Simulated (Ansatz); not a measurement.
**CBr₂ClF: how energies converge with the basis set**

How large a basis does CBr₂ClF need? Two functionals are run in growing sets.

The runs use Ansatz 0.2.0, Gaussian basis; one geometry, several basis sets.

Levels to be run: PBE0-D4/def2-SVP; ωB97M-V/def2-SVP; PBE0-D4/def2-QZVPP; ωB97M-V/def2-QZVPP; the functionals' def2-TZVPP values are taken from earlier runs.

## 1. Structure used throughout

All runs share one geometry, relaxed beforehand with PBE0-D4 in a triple-zeta def2 set.

SMILES `FC(Cl)(Br)Br`, 5 atoms, charge 0, spin multiplicity 1.

Atoms are counted from 1 here; the program's logs count them from 0.

Bond lengths: F1–C2 1.331 Å, C2–Cl3 1.752 Å, C2–Br4 1.936 Å, C2–Br5 1.936 Å. Angles: F1–C2–Cl3 108.9°, F1–C2–Br4 108.2°, F1–C2–Br5 108.2°, Cl3–C2–Br4 110.5°, Cl3–C2–Br5 110.5°, Br4–C2–Br5 110.3°.

Geometry (Å):

```xyz
5
charge 0, multiplicity 1
F     1.21941   -0.70860    0.26660
C     0.07466   -0.06750    0.04172
Cl   -0.94344   -0.21210    1.46059
Br   -0.78192   -0.87700   -1.49454
Br    0.48119    1.79150   -0.31587
```

## 2. PBE0-D4 in def2-SVP

in.yaml reads:

```yaml
crystal:
  periodic: [false, false, false]
  atoms:
    - {symbol: F, position_ang: [1.219406, -0.708596, 0.266597]}
    - {symbol: C, position_ang: [0.074657, -0.067503, 0.041722]}
    - {symbol: Cl, position_ang: [-0.943439, -0.212100, 1.460591]}
    - {symbol: Br, position_ang: [-0.781916, -0.877004, -1.494544]}
    - {symbol: Br, position_ang: [0.481193, 1.791502, -0.315866]}
basis:
  gaussian: {orbitals: def2-SVP}
hamiltonian: {xc: pbe0, dispersion: d4}
output: {orbitals: {seedname: orbitals}}
```

The runs that follow: ωB97M-V in def2-SVP; PBE0-D4 in def2-QZVPP; ωB97M-V in def2-QZVPP.

Before running them: what should the planned runs give, taken together? Wanted: PBE0-D4: double and triple zeta above quadruple; ωB97M-V: double and triple zeta above quadruple.

The runs gave:

| quantity | value |
| --- | --- |
| PBE0-D4: double and triple zeta above quadruple | 29.33, 3.42 eV |
| ωB97M-V: double and triple zeta above quadruple | 29.14, 3.29 eV |

In words: For PBE0-D4 the step from double to triple zeta gains 25.91 eV and the next only 3.42 eV. Total energies overstate the basis error of differences, where much of it tends to cancel.
